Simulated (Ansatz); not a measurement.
Born–Oppenheimer molecular dynamics of a periodic cell of 36 atoms, Be (start crystal Be, start structure hcp, volume 1.15 times the crystal's). It goes on from the last frame of an earlier run, with new velocities.

Computed with DFT LDA, scalar-relativistic, plane waves, PAW (Ansatz). Settings: accuracy low, cutoff 420 eV, k mesh 2x2x2, fermi-dirac smearing 0.17 eV, no spin polarisation.

```json
{
  "ensemble": "NPT, Langevin",
  "time step": "1 fs",
  "steps asked": "80",
  "set temperature": "1400 K",
  "friction": "0.01 /fs",
  "pressure": "10 GPa",
  "seed": "452219"
}
```

Frames 2 fs apart, positions in Å, forces in eV/Å.

Velocities at 20.0 fs (Å/ps):

```
Be -6.03 -5.97 13.88
Be -1.11 -16.28 -36.57
Be -24.20 -20.13 3.18
Be -3.62 -0.07 -1.51
Be -13.40 -6.27 15.62
Be -3.80 7.42 11.64
Be 22.93 2.29 8.01
Be 12.24 -9.59 -7.79
Be -10.01 -4.66 -15.68
Be -2.02 18.74 -13.06
Be 10.67 -0.39 1.99
Be -4.63 13.67 18.11
Be 12.19 -5.23 8.83
Be -0.44 -6.16 5.62
Be -3.18 -17.54 18.47
Be 7.89 -13.42 -5.54
Be 5.99 11.65 7.12
Be -7.38 -1.98 -0.16
Be -8.92 12.18 10.56
Be -11.88 18.43 -20.96
Be 5.65 21.84 -22.00
Be 19.66 1.98 -12.91
Be -2.70 -1.06 0.60
Be -0.77 -12.75 11.28
Be 21.99 -21.64 5.65
Be -0.67 -3.99 -4.44
Be 2.13 5.74 5.66
Be 18.77 -7.92 -0.88
Be -7.15 0.90 14.61
Be 12.18 13.87 -0.88
Be -4.38 -5.53 9.22
Be 32.19 -7.48 11.84
Be -17.09 -4.69 -3.85
Be 6.90 -3.61 3.67
Be 6.03 -12.77 -7.60
Be 1.93 -6.29 -11.52
```

```xyz
36
Lattice="7.0495 0.0000 0.0000 -3.5247 6.1050 0.0000 0.0000 0.0000 7.3643" Properties=species:S:1:pos:R:3:forces:R:3 time_fs=20.0 energy_less_start_eV=-1.685 T=1501
Be -0.053 -0.098 0.092 0.40 -0.59 0.41
Be 0.094 1.164 1.867 -0.49 0.46 0.45
Be 0.259 -0.056 3.645 -0.22 -0.60 0.81
Be -0.245 0.878 5.553 0.17 1.51 -0.47
Be -1.136 1.939 -0.083 -0.08 -0.43 0.60
Be -1.009 3.230 1.777 0.55 0.18 0.62
Be -1.103 2.068 3.531 0.36 -0.71 1.27
Be -0.924 3.382 5.637 -0.19 -1.63 0.30
Be -2.091 3.884 0.149 -0.56 0.47 -0.11
Be -2.132 5.502 1.952 -0.44 -1.00 0.52
Be -1.700 4.135 4.122 -2.01 0.69 -2.27
Be -2.412 5.390 5.770 0.78 -0.32 -0.63
Be 2.229 -0.211 0.175 1.75 0.69 -0.73
Be 2.559 1.810 1.935 -0.66 -1.18 0.65
Be 2.628 -0.062 3.623 -0.75 0.61 0.57
Be 2.614 1.318 5.494 -0.87 0.03 0.34
Be 0.929 1.606 0.035 2.01 1.60 -0.49
Be 1.290 3.364 1.887 -0.74 -1.06 -0.35
Be 1.164 1.948 3.773 -0.60 -1.76 -0.19
Be 1.328 3.207 5.627 -0.37 0.10 0.47
Be 0.128 3.856 -0.116 0.32 0.43 1.56
Be 0.222 5.028 2.104 -0.67 1.63 -1.28
Be 0.232 3.803 3.613 0.19 0.27 1.33
Be 0.034 5.182 5.553 -0.29 0.53 0.42
Be 4.893 -0.132 0.477 -0.13 -0.28 -0.81
Be 4.668 1.410 2.022 1.14 -1.08 0.08
Be 4.623 -0.123 3.964 1.80 0.72 -0.69
Be 4.585 1.544 5.452 2.53 -2.41 0.68
Be 3.785 1.737 0.370 -0.76 1.00 -2.91
Be 3.910 3.567 2.072 -0.78 -1.05 -0.12
Be 3.789 2.172 3.634 0.46 -1.65 1.20
Be 3.914 3.247 5.585 -1.76 1.45 0.52
Be 2.597 4.067 0.259 -0.29 -0.98 0.02
Be 2.401 4.981 2.215 0.32 2.05 -0.15
Be 2.357 3.384 3.898 0.43 2.61 -0.62
Be 2.456 5.140 5.839 -0.53 -0.27 -1.02
36
Lattice="7.0236 0.0000 0.0000 -3.5118 6.0826 0.0000 0.0000 0.0000 7.3373" Properties=species:S:1:pos:R:3:forces:R:3 time_fs=22.0 energy_less_start_eV=-1.761 T=1581
Be -0.065 -0.108 0.119 0.67 -0.56 0.05
Be 0.086 1.129 1.792 -0.72 0.71 1.23
Be 0.208 -0.103 3.639 0.02 -0.35 0.74
Be -0.252 0.879 5.527 0.17 1.49 -0.41
Be -1.159 1.917 -0.055 0.15 -0.36 0.47
Be -1.014 3.235 1.790 0.60 0.21 0.39
Be -1.051 2.061 3.539 -0.06 -0.84 1.05
Be -0.896 3.347 5.597 -0.23 -1.86 0.39
Be -2.107 3.860 0.117 -0.37 0.55 0.18
Be -2.129 5.520 1.920 -0.41 -1.18 0.90
Be -1.681 4.122 4.104 -2.22 0.57 -2.18
Be -2.406 5.396 5.785 0.88 -0.43 -0.92
Be 2.248 -0.217 0.191 1.78 0.70 -0.91
Be 2.550 1.792 1.940 -0.77 -1.13 0.73
Be 2.611 -0.096 3.645 -0.67 0.72 0.36
Be 2.615 1.290 5.463 -0.74 0.18 0.45
Be 0.941 1.624 0.044 1.93 1.42 -0.70
Be 1.270 3.347 1.878 -0.61 -1.18 -0.41
Be 1.146 1.965 3.784 -0.64 -2.26 -0.33
Be 1.296 3.230 5.561 -0.21 -0.07 0.71
Be 0.137 3.886 -0.156 0.33 0.12 2.05
Be 0.257 5.017 2.067 -0.93 1.67 -0.93
Be 0.230 3.787 3.605 0.27 0.58 1.07
Be 0.029 5.136 5.558 -0.25 0.93 0.02
Be 4.921 -0.178 0.482 -0.51 0.08 -0.85
Be 4.657 1.395 2.005 1.31 -1.04 0.41
Be 4.612 -0.108 3.959 1.75 0.59 -0.68
Be 4.614 1.517 5.433 2.17 -2.29 0.71
Be 3.759 1.735 0.394 -0.71 0.92 -3.22
Be 3.913 3.574 2.062 -0.89 -1.23 0.02
Be 3.770 2.149 3.640 0.84 -1.77 1.06
Be 3.960 3.223 5.589 -2.02 1.39 0.32
Be 2.554 4.043 0.250 -0.12 -1.09 0.01
Be 2.408 4.959 2.213 0.17 1.98 -0.27
Be 2.361 3.347 3.869 0.46 2.96 -0.61
Be 2.450 5.105 5.795 -0.43 -0.08 -0.89
36
Lattice="6.9968 0.0000 0.0000 -3.4984 6.0594 0.0000 0.0000 0.0000 7.3093" Properties=species:S:1:pos:R:3:forces:R:3 time_fs=24.0 energy_less_start_eV=-1.855 T=1570
Be -0.076 -0.118 0.148 1.04 -0.64 -0.43
Be 0.070 1.096 1.724 -0.94 1.03 1.98
Be 0.154 -0.155 3.638 0.29 -0.12 0.73
Be -0.254 0.880 5.505 0.21 1.41 -0.37
Be -1.181 1.889 -0.025 0.37 -0.24 0.32
Be -1.021 3.242 1.806 0.66 0.21 0.20
Be -0.993 2.048 3.551 -0.51 -0.91 0.81
Be -0.867 3.300 5.551 -0.27 -1.95 0.46
Be -2.125 3.843 0.084 -0.13 0.62 0.54
Be -2.130 5.540 1.898 -0.32 -1.37 1.18
Be -1.672 4.110 4.073 -2.30 0.33 -2.00
Be -2.394 5.400 5.793 0.94 -0.51 -1.18
Be 2.266 -0.218 0.202 1.78 0.69 -1.01
Be 2.543 1.765 1.944 -0.87 -1.09 0.77
Be 2.592 -0.120 3.667 -0.52 0.85 0.17
Be 2.614 1.264 5.433 -0.56 0.29 0.57
Be 0.963 1.649 0.053 1.79 1.23 -0.85
Be 1.247 3.327 1.871 -0.43 -1.25 -0.48
Be 1.131 1.975 3.790 -0.50 -2.60 -0.42
Be 1.258 3.249 5.501 0.06 -0.23 0.92
Be 0.145 3.919 -0.186 0.36 -0.31 2.52
Be 0.290 5.018 2.026 -1.19 1.57 -0.55
Be 0.236 3.768 3.596 0.25 0.95 0.81
Be 0.027 5.093 5.561 -0.27 1.37 -0.49
Be 4.954 -0.221 0.481 -1.02 0.47 -0.89
Be 4.656 1.382 1.992 1.37 -1.03 0.54
Be 4.611 -0.087 3.959 1.62 0.40 -0.75
Be 4.653 1.482 5.416 1.61 -1.93 0.77
Be 3.730 1.736 0.405 -0.65 0.87 -3.34
Be 3.907 3.573 2.047 -0.97 -1.35 0.15
Be 3.755 2.115 3.645 1.09 -1.77 0.97
Be 3.999 3.208 5.592 -2.20 1.07 0.03
Be 2.506 4.014 0.239 0.10 -1.24 0.01
Be 2.413 4.945 2.204 0.01 1.86 -0.39
Be 2.373 3.321 3.838 0.42 3.16 -0.56
Be 2.444 5.064 5.752 -0.30 0.17 -0.76
36
Lattice="6.9682 0.0000 0.0000 -3.4841 6.0347 0.0000 0.0000 0.0000 7.2795" Properties=species:S:1:pos:R:3:forces:R:3 time_fs=26.0 energy_less_start_eV=-2.053 T=1570
Be -0.084 -0.128 0.176 1.47 -0.82 -0.96
Be 0.053 1.067 1.670 -1.09 1.44 2.57
Be 0.107 -0.202 3.639 0.56 0.03 0.75
Be -0.256 0.887 5.479 0.35 1.24 -0.28
Be -1.200 1.859 0.009 0.58 -0.08 0.12
Be -1.027 3.247 1.824 0.70 0.18 0.03
Be -0.939 2.028 3.565 -0.95 -0.90 0.55
Be -0.835 3.243 5.505 -0.40 -1.86 0.49
Be -2.144 3.830 0.056 0.12 0.69 0.93
Be -2.131 5.555 1.877 -0.17 -1.55 1.37
Be -1.668 4.103 4.033 -2.26 -0.04 -1.72
Be -2.377 5.404 5.794 0.96 -0.55 -1.41
Be 2.290 -0.218 0.204 1.72 0.67 -1.00
Be 2.533 1.731 1.948 -0.88 -1.08 0.76
Be 2.570 -0.136 3.684 -0.35 1.01 -0.03
Be 2.613 1.240 5.397 -0.38 0.38 0.75
Be 0.995 1.677 0.055 1.57 1.01 -0.85
Be 1.220 3.300 1.863 -0.24 -1.24 -0.52
Be 1.123 1.970 3.794 -0.21 -2.68 -0.49
Be 1.218 3.262 5.443 0.45 -0.34 1.12
Be 0.151 3.954 -0.203 0.41 -0.79 2.90
Be 0.313 5.020 1.979 -1.37 1.41 -0.18
Be 0.247 3.749 3.586 0.17 1.25 0.57
Be 0.021 5.058 5.557 -0.34 1.75 -1.04
Be 4.985 -0.256 0.476 -1.58 0.85 -0.93
Be 4.664 1.365 1.986 1.21 -0.99 0.43
Be 4.616 -0.061 3.958 1.42 0.13 -0.89
Be 4.696 1.438 5.399 0.93 -1.36 0.91
Be 3.696 1.750 0.401 -0.51 0.81 -3.16
Be 3.895 3.566 2.031 -1.03 -1.44 0.27
Be 3.744 2.072 3.654 1.16 -1.60 0.85
Be 4.025 3.198 5.590 -2.31 0.59 -0.32
Be 2.460 3.979 0.231 0.32 -1.37 0.00
Be 2.417 4.934 2.193 -0.18 1.70 -0.51
Be 2.386 3.314 3.802 0.35 3.12 -0.48
Be 2.437 5.020 5.710 -0.19 0.44 -0.62
36
Lattice="6.9385 0.0000 0.0000 -3.4693 6.0089 0.0000 0.0000 0.0000 7.2484" Properties=species:S:1:pos:R:3:forces:R:3 time_fs=28.0 energy_less_start_eV=-2.356 T=1593
Be -0.088 -0.141 0.197 1.95 -1.02 -1.45
Be 0.027 1.043 1.622 -1.08 1.86 3.01
Be 0.061 -0.243 3.642 0.85 0.16 0.82
Be -0.263 0.906 5.445 0.73 0.88 -0.13
Be -1.215 1.821 0.049 0.76 0.15 -0.17
Be -1.028 3.247 1.844 0.69 0.14 -0.11
Be -0.892 2.010 3.583 -1.37 -0.88 0.23
Be -0.804 3.178 5.461 -0.61 -1.59 0.58
Be -2.159 3.822 0.035 0.35 0.74 1.30
Be -2.133 5.565 1.863 0.02 -1.70 1.41
Be -1.670 4.091 3.985 -2.20 -0.44 -1.39
Be -2.360 5.404 5.788 0.95 -0.54 -1.62
Be 2.323 -0.215 0.197 1.53 0.68 -0.87
Be 2.522 1.694 1.956 -0.80 -1.07 0.65
Be 2.540 -0.151 3.697 -0.13 1.22 -0.19
Be 2.609 1.216 5.364 -0.19 0.44 0.95
Be 1.034 1.711 0.043 1.27 0.73 -0.68
Be 1.189 3.266 1.855 -0.04 -1.14 -0.51
Be 1.115 1.950 3.795 0.21 -2.50 -0.54
Be 1.178 3.266 5.394 0.97 -0.42 1.28
Be 0.156 3.983 -0.204 0.45 -1.26 3.10
Be 0.336 5.021 1.932 -1.53 1.21 0.13
Be 0.259 3.738 3.583 0.05 1.42 0.31
Be 0.016 5.029 5.545 -0.44 1.96 -1.50
Be 5.010 -0.281 0.463 -2.17 1.13 -0.94
Be 4.676 1.341 1.979 0.91 -0.92 0.28
Be 4.620 -0.040 3.960 1.19 -0.19 -1.12
Be 4.741 1.389 5.380 0.06 -0.65 1.10
Be 3.660 1.774 0.380 -0.40 0.74 -2.78
Be 3.870 3.549 2.015 -0.97 -1.46 0.33
Be 3.734 2.025 3.663 1.10 -1.32 0.71
Be 4.032 3.192 5.585 -2.33 0.06 -0.70
Be 2.425 3.939 0.230 0.50 -1.43 -0.08
Be 2.422 4.937 2.181 -0.38 1.45 -0.68
Be 2.400 3.318 3.761 0.21 2.87 -0.32
Be 2.428 4.976 5.660 -0.08 0.69 -0.42
36
Lattice="6.9087 0.0000 0.0000 -3.4544 5.9831 0.0000 0.0000 0.0000 7.2173" Properties=species:S:1:pos:R:3:forces:R:3 time_fs=30.0 energy_less_start_eV=-2.648 T=1657
Be -0.090 -0.158 0.210 2.41 -1.16 -1.78
Be -0.002 1.028 1.586 -0.89 2.15 3.29
Be 0.019 -0.281 3.646 1.16 0.30 0.92
Be -0.270 0.930 5.407 1.37 0.42 0.09
Be -1.223 1.787 0.085 0.88 0.40 -0.49
Be -1.032 3.246 1.859 0.71 0.09 -0.21
Be -0.849 1.992 3.600 -1.76 -0.82 -0.16
Be -0.777 3.108 5.421 -0.88 -1.14 0.71
Be -2.167 3.812 0.017 0.53 0.81 1.66
Be -2.134 5.567 1.856 0.20 -1.80 1.35
Be -1.682 4.071 3.931 -2.08 -0.79 -1.04
Be -2.343 5.409 5.777 0.98 -0.55 -1.76
Be 2.365 -0.209 0.192 1.24 0.71 -0.71
Be 2.507 1.652 1.969 -0.63 -1.04 0.43
Be 2.506 -0.160 3.710 0.08 1.35 -0.35
Be 2.600 1.194 5.336 0.00 0.49 1.16
Be 1.075 1.746 0.026 0.95 0.43 -0.46
Be 1.155 3.227 1.846 0.11 -0.98 -0.47
Be 1.112 1.918 3.794 0.65 -2.19 -0.60
Be 1.146 3.259 5.352 1.50 -0.43 1.42
Be 0.161 4.007 -0.194 0.50 -1.70 3.12
Be 0.355 5.026 1.891 -1.63 0.97 0.40
Be 0.272 3.732 3.585 -0.10 1.46 0.04
Be 0.006 5.007 5.529 -0.51 1.98 -1.83
Be 5.026 -0.298 0.445 -2.70 1.31 -0.95
Be 4.694 1.313 1.976 0.52 -0.85 0.12
Be 4.632 -0.026 3.957 0.90 -0.49 -1.35
Be 4.790 1.341 5.367 -1.02 0.01 1.25
Be 3.623 1.800 0.351 -0.31 0.65 -2.28
Be 3.843 3.524 1.998 -0.89 -1.42 0.33
Be 3.729 1.974 3.672 0.95 -0.91 0.58
Be 4.026 3.185 5.579 -2.33 -0.38 -1.09
Be 2.399 3.893 0.232 0.60 -1.37 -0.19
Be 2.424 4.950 2.169 -0.55 1.13 -0.88
Be 2.413 3.330 3.708 0.07 2.49 -0.07
Be 2.422 4.938 5.606 -0.02 0.86 -0.16
```

Of the whole run (80 fs, mean temperature of the second half 2000 K): The conserved energy stayed within 0.21 meV per atom of its start (net change -0.12 meV per atom), so the integration is sound. The mean temperature of the second half is 43 % above the set value. A run of 0.08 ps of so small a system gives no equilibrium averages. Limits of this set-up: coarse k mesh, low accuracy level. The cell's volume went from 337 to 247 Å³.

Time of the run: 9.2 min on 1 thread of Intel(R) Xeon(R) Platinum 8259CL CPU @ 2.50GHz (Skylake/Cascade Lake) (shared host), peak memory 0.94 GiB.
